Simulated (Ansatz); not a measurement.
# TaCo3: relaxation, part 1 of 2

Aim: relax TaCo3.

Method: DFT PBEsol, scalar-relativistic, plane waves, PAW, in Ansatz 0.2.0.

### Step 1. The system as given

Symmetry: Pm-3m, No. 221, cubic system. The conventional cell has a = 3.670 Å, b = 3.670 Å, c = 3.670 Å, α = 90.00°, β = 90.00°, γ = 90.00°. Around Ta (site symmetry m-3m) lie 12 Co at 2.60 Å. Co (site symmetry 4/mmm) has 4 Ta at 2.60 Å and 8 Co at 2.60 Å as nearest neighbours.

As a file:

```cif
data_structure
_symmetry_space_group_name_H-M 'P 1'
_symmetry_Int_Tables_number 1
_cell_length_a 3.6700
_cell_length_b 3.6700
_cell_length_c 3.6700
_cell_angle_alpha 90.000
_cell_angle_beta 90.000
_cell_angle_gamma 90.000
_cell_volume 49.43
loop_
_atom_site_label
_atom_site_type_symbol
_atom_site_fract_x
_atom_site_fract_y
_atom_site_fract_z
_atom_site_occupancy
Ta1 Ta 0.00000 0.00000 0.00000 1
Co1 Co 0.00000 0.50000 0.50000 1
Co2 Co 0.50000 0.00000 0.50000 1
Co3 Co 0.50000 0.50000 0.00000 1
```

The structure comes from the Crystallography Open Database.

### Step 2. Probe: one point at the start

Contents of input.yaml:

```yaml
crystal:
  lattice:
    - [3.67, 0.0, 0.0]
    - [0.0, 3.67, 0.0]
    - [0.0, 0.0, 3.67]
  atoms:
    - { symbol: Ta, position: [0.0, 0.0, 0.0] }
    - { symbol: Co, position: [0.0, 0.5, 0.5], spin: 3.0 }
    - { symbol: Co, position: [0.5, 0.0, 0.5], spin: 3.0 }
    - { symbol: Co, position: [0.5, 0.5, 0.0], spin: 3.0 }
basis:
  ecutwfc: 520.0
kpoints:
  mp_grid: { grid: [6, 6, 6] }
hamiltonian:
  xc: pbesol
scf:
  occupations: { method: gaussian, width: 0.1 }
  lower_state_search: "off"
output:
  forces: true
  stress: true
  eigenvalues: true
  populations: true
magnetization:
  spin_polarized: true
```

Launch:

```
$ ansatz run input.yaml --threads 4 --pin off --max-ram 8192MiB --backend cpu --events-out ev --progress --plain --runs-dir out
```

The program printed:

```text
[... 76 lines left out ...]
SCF 1 converged in 43 iterations: F = -25086.439126 eV  dr2 = 9.46e-12
SCF converged after 43 iterations
Stability not told: the SCF's own minimisation came to no verdict on its close; the lowest value that the minimisation read is 5.0e-2 (residual 5.8e-7): no lower mode is shown, and none is ruled out
Magnetization: -0.0000 μB (32.0000 up, 32.0000 down)
Absolute magnetization: 0.0001 μB (∫|ρ↑−ρ↓|, with the PAW one-centre terms)
Spin contamination: 0.0000 ħ² per cell (⟨S²⟩ above its minimum at these occupations)
Per-site moments (μB) at R_I (Å): [(5.754463898409814e-6, 1.0704712783687846), (-1.9437954798039915e-5, 1.0704712783687846), (-1.9437954797709175e-5, 1.0704712783687846), (-1.943795479815469e-5, 1.0704712783687846)]
Free energy (F): -25086.439126 eV
Harris-Foulkes:  -25086.439126 eV  (|F-HF|=1.46e-11)
Internal energy: -25086.417611 eV  (E = F + TS)
E sigma→0 (E₀):  -25086.428368 eV
Entropy (-TS):   -0.021515 eV (-5.379 meV/atom)
Fermi energy:    18.913396 eV
--- Per-component energies (eV) ---
  E_band       = -808.488312
  E_kinetic    = 1731.952269
  E_local      = -9524.590450  (includes V_loc(G=0)·N_el)
  E_nonlocal   = 1380.046831
  E_hartree    = 3999.216789
  E_xc         = -691.505756
  E_vxc        = -819.045590  (∫ρ·V_xc dr)
  E_paw        = -12718.761363  (= ΣΔE_a)
  E_vpaw       = -1575.284717  (= ΣTr[D̂ρ^β])
  E_aug_tail   = 0.000131  (compensation charges beyond the density's cutoff)
  E_ewald      = -9263.554966
  E_core_change = 0.778904  (= ΣΔE_core)
  E_smearing   = -0.021515  (= −TS)
  E_closure    = 0.000000  (closes the sum)
  Σ components = -25086.439126   (vs F -25086.439126, Δ=0.00e0)
--- Forces (eV/Å), atoms counted from 1 ---
  atom   1  Ta     0.00000000     0.00000000    -0.00000000
  atom   2  Co     0.00000000     0.00000000    -0.00000000
  atom   3  Co     0.00000000    -0.00000000     0.00000000
  atom   4  Co     0.00000000     0.00000000     0.00000000
  max |Σ_I F_I| component: 1.93e-28 eV/Å
--- Stress (GPa, compression-positive) ---
      -15.767250       0.000000       0.000000
        0.000000     -15.767250       0.000000
        0.000000       0.000000     -15.767250
  P = ⅓ Tr σ = -15.7672 GPa (-157.672 kbar)
--- Band table (eV; the first three rows and the last of 40) ---
  k-point 0 ↑: bands = ["-75.4931", "-75.4609", "-75.4609", "-48.7902", "-38.9710", "-38.9710", "-38.9710", "-38.9078", "-38.9078", "-38.9078", "-38.7980", "-38.7980", "-38.7980", "-15.2937", "-15.2937", "-15.2937", "10.2323", "13.9704", "13.9704", "15.2129", "15.2129", "15.2129", "15.2155", "17.4900", "17.4900", "17.4900", "18.7122", "18.7122", "19.1261", "19.4057", "19.4057", "19.4057", "21.4324", "21.4324", "21.8057", "21.8057", "21.8057", "23.1969", "23.1969", "23.1969", "29.1318", "30.8271", "30.8271", "30.8271"]
  k-point 1 ↑: bands = ["-75.4912", "-75.4628", "-75.4609", "-48.7902", "-38.9657", "-38.9657", "-38.9627", "-38.9094", "-38.9094", "-38.9083", "-38.8062", "-38.8015", "-38.8015", "-15.3157", "-15.2945", "-15.2945", "10.6220", "14.1786", "14.1942", "15.3331", "15.3529", "15.3826", "15.3826", "17.3295", "17.6015", "17.6015", "18.5700", "18.7374", "18.8526", "18.8526", "18.9875", "19.4061", "20.0486", "21.1451", "21.1451", "21.2280", "22.0740", "23.1459", "24.2330", "24.2330", "29.6332", "29.7080", "31.2690", "31.2690"]
  k-point 2 ↑: bands = ["-75.4863", "-75.4677", "-75.4608", "-48.7900", "-38.9530", "-38.9530", "-38.9429", "-38.9146", "-38.9146", "-38.9093", "-38.8260", "-38.8089", "-38.8089", "-15.3594", "-15.2960", "-15.2960", "11.6850", "14.3022", "14.7383", "15.6932", "15.7429", "15.8821", "15.8821", "16.8963", "17.6860", "17.6860", "17.9990", "17.9990", "18.1267", "18.5097", "18.5351", "18.8387", "19.4069", "20.2176", "20.2176", "20.8229", "21.7786", "23.0490", "26.0357", "26.0357", "28.5119", "29.5418", "30.6863", "30.6863"]
  k-point 19 ↓: bands = ["-75.4715", "-75.4715", "-75.4715", "-48.7855", "-38.9855", "-38.9855", "-38.9855", "-38.9603", "-38.8575", "-38.8575", "-38.8575", "-38.7777", "-38.7777", "-15.3482", "-15.3482", "-15.3482", "14.0884", "14.0884", "14.0884", "14.8616", "17.2415", "17.2415", "17.2415", "17.5631", "17.5631", "17.5631", "17.5865", "17.5865", "18.6506", "19.1906", "19.1906", "19.1906", "19.5150", "19.5150", "19.5150", "20.9093", "20.9093", "20.9093", "22.8218", "22.8218", "26.4281", "29.1037", "29.1037", "29.1037"]
--- Löwdin populations: 4 sites ---
  site symbol       q [e]    m [muB]
     0     Ta     13.0080     0.0000
     1     Co     16.7571    -0.0000
     2     Co     16.7571    -0.0000
     3     Co     16.7571    -0.0000
  spilling = 0.011261 (of n_electrons = 64.000000)
```

Run time: 52 s. Hardware: 4 threads of Intel Xeon at 2.50GHz (Skylake/Cascade Lake), shared host; peak memory 0.67 GiB.

Site by site:

```tsv
atom	Löwdin electrons
Ta1	13.01
Co2	16.76
Co3	16.76
Co4	16.76
```

The Löwdin counts miss 0.72 of the 64 electrons, which the atomic orbitals do not span, so they are no charges.

From the probe: pressure -15.8 GPa, largest force 0.00 eV/Å, gap on this mesh none (metal). Stress or forces are large, so a loose relaxation on a coarse mesh comes first.

### Step 3. Coarse relaxation

Contents of input.yaml:

```yaml
crystal:
  lattice:
    - [3.67, 0.0, 0.0]
    - [0.0, 3.67, 0.0]
    - [0.0, 0.0, 3.67]
  atoms:
    - { symbol: Ta, position: [0.0, 0.0, 0.0] }
    - { symbol: Co, position: [0.0, 0.5, 0.5] }
    - { symbol: Co, position: [0.5, 0.0, 0.5] }
    - { symbol: Co, position: [0.5, 0.5, 0.0] }
basis:
  ecutwfc: 520.0
kpoints:
  mp_grid: { grid: [6, 6, 6] }
hamiltonian:
  xc: pbesol
scf:
  occupations: { method: gaussian, width: 0.1 }
output:
  forces: true
  stress: true
  eigenvalues: true
relax:
  adjacent_minimum: "off"
  f_tol: 0.05
  max_steps: 80
  cell: { stress_tol: 0.5 }
```

Launch:

```
$ ansatz run input.yaml --threads 4 --pin off --max-ram 8192MiB --backend cpu --events-out ev --progress --plain --runs-dir out
```

The program printed:

```text
Warning: RAYON_NUM_THREADS=4 ignored (pool sized by the plan → 4); use --threads N
Engine: ansatz 0.2.0, x86_64-unknown-linux-gnu
Pseudopotentials: kind: paw
Pseudopotential: Ta, paw, valence charge 13, recommended cutoff 420 eV (normal), Ta.paw.azcp
Pseudopotential: Co, paw, valence charge 17, recommended cutoff 420 eV (normal), Co.paw.azcp
Functional definition: PBEsol
  exchange = pbesol_x
  correlation = pbesol_c
Crystal: 4 atoms, lattice volume = 49.431 Å³
Basis set: ecut = 520 eV, 1357 PW (Γ), exchange–correlation on 60×60×60 points (8 copies of the dense FFT grid, shifted against one another)
Bands: 39, of which v1, the nominal top of the filled ones, is band 32 counted from 1 (31 counted from 0)
Symmetry: 48 space group operations
Space group: Pm-3m (ITA 221), of the structure as read, at distance tolerance 3.7e-5 Å
k-points: 20 of 216
Non-local potential: Ta, projectors of the file, l = 0: 3, l = 1: 2, l = 2: 2, l = 3: 1
Non-local potential: Co, projectors of the file, l = 0: 3, l = 1: 2, l = 2: 3, l = 3: 1
PAW form: soft (Blöchl's): semilocal exchange-correlation on the pseudo side does not see the compensation charge
PAW frozen core: Ta, regenerated for the run's functional, and the local potential with it (the file was generated under x = pbe(κ = 0.804, μ = 0.2195149727645171), c = pbe(β = 0.06672455060314922))
PAW frozen core: Co, regenerated for the run's functional, and the local potential with it (the file was generated under x = pbe(κ = 0.804, μ = 0.2195149727645171), c = pbe(β = 0.06672455060314922))
PAW one-centre angular grid: Ta, 590 points (default); XC on 64 Gauss nodes
PAW one-centre angular grid: Co, 590 points (default); XC on 64 Gauss nodes
Initial density: superposition of atomic densities (neutral atoms: chi_scale 0, normalization atom), corrected by the library's trained network
Initial wavefunctions: pseudopotential atomic-orbital guess
Functional: x = pbesol(κ = 0.804, μ = 0.12345679012345678), c = pbesol(β = 0.046)
SCF iter   1: F=—  HF=-25086.456049 eV  |F-HF|=—  |Δ(HF+E_count)|=         —  Δρ=2.39e-2  dr2=1.67e-1  ethr=1.77e-3  ⟨swp⟩=5.7  Hψ=2642  notcnv=0
preconditioner: auto → Kerker (q_TF=auto, 2.848 Å⁻¹)  [metal: Δε(μ)=0.018 eV  Ē_g=4.602 eV  σ=0.100 eV  W_gap=0.10  n_scr=18 (ndim 8)  ℏωp=29.9 eV  f_vac=0.000  D(μ)=3.99/eV (n_scr^D=32)]
SCF iter   2: F=—  HF=-25086.440199 eV  |F-HF|=—  |Δ(HF+E_count)|=   1.58e-2  Δρ=6.61e-3  dr2=1.43e-2  ethr=2.61e-4  ⟨swp⟩=2.0  Hψ=1048  notcnv=0  defer=25
SCF iter   3: F=—  HF=-25086.439196 eV  |F-HF|=—  |Δ(HF+E_count)|=   1.00e-3  Δρ=1.48e-3  dr2=1.01e-3  ethr=2.24e-5  ⟨swp⟩=1.2  Hψ=763  notcnv=0  defer=25
SCF iter   4: F=—  HF=-25086.439084 eV  |F-HF|=—  |Δ(HF+E_count)|=   1.13e-4  Δρ=2.33e-4  dr2=2.42e-5  ethr=1.58e-6  ⟨swp⟩=2.3  Hψ=1010  notcnv=0  defer=25
SCF iter   5: F=—  HF=-25086.439125 eV  |F-HF|=—  |Δ(HF+E_count)|=   4.17e-5  Δρ=7.57e-5  dr2=1.91e-6  ethr=3.78e-8  ⟨swp⟩=2.0  Hψ=1354  notcnv=0  defer=25
SCF iter   6: F=—  HF=-25086.439126 eV  |F-HF|=—  |Δ(HF+E_count)|=   3.43e-7  Δρ=4.18e-5  dr2=6.15e-7  ethr=2.99e-9  ⟨swp⟩=2.0  Hψ=1053  notcnv=0  defer=25
SCF iter   7: F=-25086.439125 eV  HF=-25086.439126 eV  |F-HF|=4.36e-8  |Δ(HF+E_count)|=   6.19e-8  Δρ=1.58e-5  dr2=5.39e-8  ethr=1.56e-10  ⟨swp⟩=7.4  Hψ=3250  notcnv=0
SCF 1 converged in 7 iterations: F = -25086.439125 eV  dr2 = 5.39e-8
relax step   1: F+E_penalty+E_count = -25086.43912548 eV  Δ(F+E_penalty+E_count) = +0.000e0 eV  max|allowed force component| = 8.283e-29 eV/Å  Δτ_max = 0.0000 Å  P = -15.768 GPa  Ω = 49.431 Å³  (7 SCF iters, dr2 threshold 1.00e-7 eV, accepted)
Crystal: 4 atoms, lattice volume = 46.158 Å³
Basis set: ecut = 520 eV, 1237 PW (Γ), exchange–correlation on 60×60×60 points (8 copies of the dense FFT grid, shifted against one another)
Initial density: handed on by an earlier stage of this run
Initial wavefunctions: those handed on with the density
iter 1 solved again at ethr=3.47e-4 eV; its pass at ethr=3.10e-3 eV (dr2=2.22e-1 eV) is discarded
SCF iter   1: F=—  HF=-25086.627463 eV  |F-HF|=—  |Δ(HF+E_count)|=         —  Δρ=2.49e-2  dr2=2.27e-1  ethr=3.47e-4  ⟨swp⟩=1.0  Hψ=3369  notcnv=0
preconditioner: auto → Kerker (q_TF=auto, 2.881 Å⁻¹)  [metal: Δε(μ)=0.032 eV  Ē_g=4.979 eV  σ=0.100 eV  W_gap=0.18  n_scr=18 (ndim 8)  ℏωp=30.9 eV  f_vac=0.000  D(μ)=3.78/eV (n_scr^D=32)]
SCF iter   2: F=—  HF=-25086.608454 eV  |F-HF|=—  |Δ(HF+E_count)|=   1.90e-2  Δρ=7.08e-3  dr2=2.49e-2  ethr=3.47e-4  ⟨swp⟩=2.0  Hψ=918  notcnv=0
SCF iter   3: F=—  HF=-25086.606360 eV  |F-HF|=—  |Δ(HF+E_count)|=   2.09e-3  Δρ=1.37e-3  dr2=1.11e-3  ethr=3.89e-5  ⟨swp⟩=1.8  Hψ=844  notcnv=0
SCF iter   4: F=—  HF=-25086.606659 eV  |F-HF|=—  |Δ(HF+E_count)|=   2.99e-4  Δρ=8.25e-4  dr2=1.33e-4  ethr=1.74e-6  ⟨swp⟩=2.0  Hψ=1047  notcnv=0
SCF iter   5: F=—  HF=-25086.606662 eV  |F-HF|=—  |Δ(HF+E_count)|=   2.42e-6  Δρ=1.09e-4  dr2=8.14e-6  ethr=2.08e-7  ⟨swp⟩=2.6  Hψ=1321  notcnv=0
SCF iter   6: F=—  HF=-25086.606661 eV  |F-HF|=—  |Δ(HF+E_count)|=   1.01e-6  Δρ=4.00e-5  dr2=9.34e-7  ethr=1.27e-8  ⟨swp⟩=1.4  Hψ=815  notcnv=0
SCF iter   7: F=-25086.606660 eV  HF=-25086.606660 eV  |F-HF|=3.40e-8  |Δ(HF+E_count)|=   1.48e-7  Δρ=1.12e-5  dr2=3.83e-8  ethr=6.25e-10  ⟨swp⟩=4.6  Hψ=2781  notcnv=0
SCF 2 converged in 7 iterations: F = -25086.606660 eV  dr2 = 3.83e-8
relax step   2: F+E_penalty+E_count = -25086.60666037 eV  Δ(F+E_penalty+E_count) = -1.675e-1 eV  max|allowed force component| = 1.062e-28 eV/Å  Δτ_max = 0.0000 Å  P = +0.469 GPa  Ω = 46.158 Å³  energy of the carried Pulay correction = +6.468e-4 eV  (7 SCF iters, dr2 threshold 4.00e-7 eV, accepted)
Basis set: ecut = 520 eV, 1237 PW (Γ), exchange–correlation on 54×54×54 points (8 copies of the dense FFT grid, shifted against one another)
Initial wavefunctions: pseudopotential atomic-orbital guess (no wavefunctions were taken with the density)
iter 1 solved again at ethr=1.17e-7 eV; its pass at ethr=3.10e-3 eV (dr2=7.50e-5 eV) is discarded
SCF iter   1: F=—  HF=-25086.606219 eV  |F-HF|=—  |Δ(HF+E_count)|=         —  Δρ=6.30e-5  dr2=3.01e-7  ethr=1.17e-7  ⟨swp⟩=3.7  Hψ=4587  notcnv=0
preconditioner: auto → Kerker (q_TF=auto, 2.881 Å⁻¹)  [metal: Δε(μ)=0.029 eV  Ē_g=4.989 eV  σ=0.100 eV  W_gap=0.16  n_scr=18 (ndim 8)  ℏωp=30.9 eV  f_vac=0.000  D(μ)=3.86/eV (n_scr^D=32)]
SCF iter   2: F=—  HF=-25086.606096 eV  |F-HF|=—  |Δ(HF+E_count)|=   1.23e-4  Δρ=5.31e-5  dr2=6.19e-7  ethr=4.70e-10  ⟨swp⟩=2.0  Hψ=1415  notcnv=0
SCF iter   3: F=—  HF=-25086.606096 eV  |F-HF|=—  |Δ(HF+E_count)|=   8.37e-8  Δρ=1.03e-5  dr2=6.48e-9  ethr=4.70e-10  ⟨swp⟩=2.7  Hψ=1316  notcnv=0
SCF iter   4: F=—  HF=-25086.606096 eV  |F-HF|=—  |Δ(HF+E_count)|=   2.76e-9  Δρ=4.14e-6  dr2=2.96e-9  ethr=1.01e-11  ⟨swp⟩=2.0  Hψ=1421  notcnv=0
iter 5 did not close the SCF: its close was put off for the readings that it lacked (scf_convergence_deferred on its scf_iter line)
SCF iter   5: F=-25086.606096 eV  HF=-25086.606096 eV  |F-HF|=3.38e-10  |Δ(HF+E_count)|=   2.88e-9  Δρ=1.36e-6  dr2=5.42e-10  ethr=4.63e-12  ⟨swp⟩=2.0  Hψ=1413  notcnv=0
SCF iter   6: F=-25086.606096 eV  HF=-25086.606096 eV  |F-HF|=6.18e-11  |Δ(HF+E_count)|=  1.09e-11  Δρ=4.74e-7  dr2=6.87e-11  ethr=1.00e-12  ⟨swp⟩=2.0  Hψ=2271  notcnv=0
SCF 3 converged in 6 iterations: F = -25086.606096 eV  dr2 = 6.87e-11
relax step   3: F+E_penalty+E_count = -25086.60609584 eV  Δ(F+E_penalty+E_count) = +5.645e-4 eV  max|allowed force component| = 1.231e-28 eV/Å  Δτ_max = 0.0000 Å  P = +0.462 GPa  Ω = 46.158 Å³  stress off target by 4.62e-1 GPa  SCF on the basis re-selected at this cell (its energy is not comparable with the rows above)  (6 SCF iters)
basis re-selected at this cell: Δ(F+E_penalty+E_count) = +5.645e-4 eV, ΔP = -0.007 GPa vs the last step (what re-selecting the basis moved, of the pressure what is left beyond the Pulay correction that the steps carried, after the strain that the cell walked since its last selection, with what the two solves' SCF thresholds leave and, on support functions, any second-order correction that the steps lacked; it is no measure of the basis error at this ecutwfc). The dense FFT grid was sized anew with the basis: this SCF ran on 27×27×27 points, the steps before it on 30×30×30, so part of this shift can come from that change (see relax.cell in the input reference). This SCF's stress stands 4.62e-1 GPa from its target on what of the cell is left free (relax.cell.stress_tol is 5.00e-1 GPa) and its largest allowed force component is 1.23e-28 eV/Å (relax.f_tol is 5.00e-2 eV/Å): within both
SCF converged after 6 iterations
Free energy (F): -25086.606096 eV
Harris-Foulkes:  -25086.606096 eV  (|F-HF|=6.18e-11)
Internal energy: -25086.586780 eV  (E = F + TS)
E sigma→0 (E₀):  -25086.596438 eV
Entropy (-TS):   -0.019316 eV (-4.829 meV/atom)
Fermi energy:    20.525144 eV
--- Per-component energies (eV) ---
  E_band       = -712.472572
  E_kinetic    = 1742.020477
  E_local      = -9201.194683  (includes V_loc(G=0)·N_el)
  E_nonlocal   = 1380.985475
  E_hartree    = 3884.161138
  E_xc         = -695.135605
  E_vxc        = -823.857468  (∫ρ·V_xc dr)
  E_paw        = -12720.662719  (= ΣΔE_a)
  E_vpaw       = -1578.748003  (= ΣTr[D̂ρ^β])
  E_aug_tail   = 0.000135  (compensation charges beyond the density's cutoff)
  E_ewald      = -9477.539902
  E_core_change = 0.778904  (= ΣΔE_core)
  E_smearing   = -0.019316  (= −TS)
  E_closure    = 0.000000  (closes the sum)
  Σ components = -25086.606096   (vs F -25086.606096, Δ=0.00e0)
--- Forces (eV/Å), atoms counted from 1 ---
  atom   1  Ta     0.00000000     0.00000000    -0.00000000
  atom   2  Co     0.00000000     0.00000000     0.00000000
  atom   3  Co    -0.00000000     0.00000000     0.00000000
  atom   4  Co    -0.00000000     0.00000000    -0.00000000
  max |Σ_I F_I| component: 3.16e-28 eV/Å
--- Stress (GPa, compression-positive) ---
        0.462070       0.000000      -0.000000
        0.000000       0.462070       0.000000
       -0.000000       0.000000       0.462070
  P = ⅓ Tr σ = 0.4621 GPa (4.621 kbar)
--- Band table (eV; the first three rows and the last of 20) ---
  k-point 0: bands = ["-73.9696", "-73.9254", "-73.9254", "-47.0010", "-37.4707", "-37.4707", "-37.4707", "-37.3869", "-37.3869", "-37.3869", "-37.2504", "-37.2504", "-37.2504", "-13.5571", "-13.5571", "-13.5571", "11.4722", "15.1049", "15.1049", "16.4388", "16.4388", "16.4388", "16.4494", "18.9451", "18.9451", "18.9451", "20.2995", "20.2995", "20.7594", "21.0754", "21.0754", "21.0754", "23.2682", "23.2682", "23.6133", "23.6133", "23.6133", "25.1848", "25.1848"]
  k-point 1: bands = ["-73.9670", "-73.9280", "-73.9253", "-47.0010", "-37.4638", "-37.4638", "-37.4597", "-37.3891", "-37.3891", "-37.3877", "-37.2612", "-37.2550", "-37.2550", "-13.5873", "-13.5586", "-13.5586", "11.8880", "15.3452", "15.3540", "16.5815", "16.5914", "16.6294", "16.6294", "18.7660", "19.0696", "19.0696", "20.1422", "20.3271", "20.4626", "20.4626", "20.6037", "21.0758", "21.7774", "22.9394", "22.9394", "23.0377", "23.9492", "25.1263", "26.2405"]
  k-point 2: bands = ["-73.9602", "-73.9347", "-73.9252", "-47.0010", "-37.4471", "-37.4471", "-37.4333", "-37.3962", "-37.3962", "-37.3893", "-37.2872", "-37.2646", "-37.2646", "-13.6470", "-13.5615", "-13.5615", "13.0098", "15.6023", "15.9293", "16.9733", "17.0175", "17.1876", "17.1876", "18.2847", "19.1869", "19.1869", "19.5067", "19.5067", "19.6755", "20.0976", "20.0989", "20.4394", "21.0767", "21.9302", "21.9302", "22.5881", "23.6310", "25.0160", "28.1341"]
  k-point 19: bands = ["-73.9398", "-73.9398", "-73.9398", "-46.9941", "-37.4888", "-37.4888", "-37.4888", "-37.4611", "-37.3224", "-37.3224", "-37.3224", "-37.2252", "-37.2252", "-13.6290", "-13.6290", "-13.6290", "15.3045", "15.3045", "15.3045", "16.1915", "18.6628", "18.6628", "18.6628", "19.0218", "19.0218", "19.0218", "19.0483", "19.0483", "20.1337", "20.8340", "20.8340", "20.8340", "21.2641", "21.2641", "21.2641", "22.7220", "22.7220", "22.7220", "24.7569"]
--- Relaxed structure (2 steps of the walk, 2 accepted, 1 SCFs on fresh bases) ---
  F+E_penalty+E_count = -25086.60609584 eV   max|allowed force component| = 1.231e-28 eV/Å   (the final SCF, on the basis selected at the relaxed cell)
  cell:  # Å, volume = 46.1577 Å³
    - [3.5871383371957832, -1.0512367613113662e-33, -1.2839532962581572e-34]
    - [-1.0512367613113662e-33, 3.5871383371957832, 0.0]
    - [-1.2839532962581572e-34, 0.0, 3.5871383371957832]
  atoms:
    - { symbol: Ta, position: [-3.279853447525947e-36, 2.2890643852524838e-36, 1.1616147626654395e-36] }
    - { symbol: Co, position: [5.4664224125432315e-36, 0.5000000000000001, 0.5000000000000001] }
    - { symbol: Co, position: [0.5000000000000001, 1.1957799027438332e-36, 0.5000000000000001] }
    - { symbol: Co, position: [0.5000000000000001, 0.5000000000000001, 6.833028015678856e-38] }
```

Wall time 8.1 s (4 threads of Intel Xeon at 2.50GHz (Skylake/Cascade Lake), shared host); peak memory 0.45 GiB.

The steps of the relaxation:

```csv
step,energy from step 1 (eV/cell),largest force component (eV/Å),pressure (GPa),volume (Å³)
1,0.0000,0.0000,-15.77,49.43
2,-0.1675,0.0000,0.47,46.16
3,-0.1670,0.0000,0.46,46.16
```

Step 1 is the start. Step 3 repeats the geometry before it on a plane-wave basis chosen anew for that cell, so its energy need not be comparable with the rows above.

|  | before | after | change |
| --- | --- | --- | --- |
| a (Å) | 3.670 | 3.587 | -2.3 % |
| b (Å) | 3.670 | 3.587 | -2.3 % |
| c (Å) | 3.670 | 3.587 | -2.3 % |
| volume (Å³/atom) | 12.36 | 11.54 | -6.6 % |
| shortest distance (Å) | 2.595 | 2.536 | -2.3 % |
| space group (0.01 Å) | Pm-3m | Pm-3m | same |

The run keeps the 48 symmetry operations of the start, so it could not have lowered the symmetry.

(Continued in part 2 of 2.)
